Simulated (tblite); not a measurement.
# C4H8F2OSi2: the cost of one run

Programs: tblite 0.8.0 and PySCF 2.14.0, with density-fitted response routines of our own. Each step states its level of theory. These are calculated values for one molecule in the gas phase, unless marked as measured. Atoms count from 0, in the outputs and in this text.

## Step 1: Starting geometry

17 atoms, charge 0, multiplicity 1; geometry from: force field or distance geometry start.

Bonds of the start (Å): F0–C1 1.37, C1–F2 1.36, C1–C3 1.52, C3–Si4 1.86, C3–C5 1.54, C5–C6 1.34, C6–O7 1.38, O7–Si8 1.69, Si8–C3 1.93, C1–H9 1.09, Si4–H10 1.48, Si4–H11 1.49, Si4–H12 1.49, C5–H13 1.09, C6–H14 1.09, Si8–H15 1.48, Si8–H16 1.48.

## Step 2: Optimising the geometry with GFN2-xTB

What the job is given:

```
{"job": {"kind": "relax", "xc": "GFN2-xTB", "basis": "xTB"}, "charge": 0, "multiplicity": 1}
F      1.226300     2.271400     0.582300
C      0.526200     1.624600    -0.401400
F      1.350800     1.598800    -1.476800
C      0.198600     0.216100     0.059300
Si     1.669400    -0.898800     0.317700
C     -0.822500     0.213000     1.216800
C     -2.008200    -0.338400     0.943000
O     -2.245600    -0.881300    -0.300600
Si    -0.859600    -0.718300    -1.257300
H     -0.356000     2.220200    -0.631600
H      1.264600    -2.256000     0.764000
H      2.464000    -1.049700    -0.932600
H      2.554200    -0.351100     1.378200
H     -0.581000     0.654600     2.181300
H     -2.855600    -0.418900     1.620300
H     -1.166300     0.173800    -2.398000
H     -0.366100    -2.048100    -1.674900
```

Command:

```bash
$ OMP_NUM_THREADS=1 python probes_run.py task.json out
```

This one command runs all jobs of the session in turn.

**Question.** How long does this first job take on 1 thread of Arm Neoverse N1, shared host, and how much memory does it need?

About 1.1 s, with a peak of 0.18 GiB.
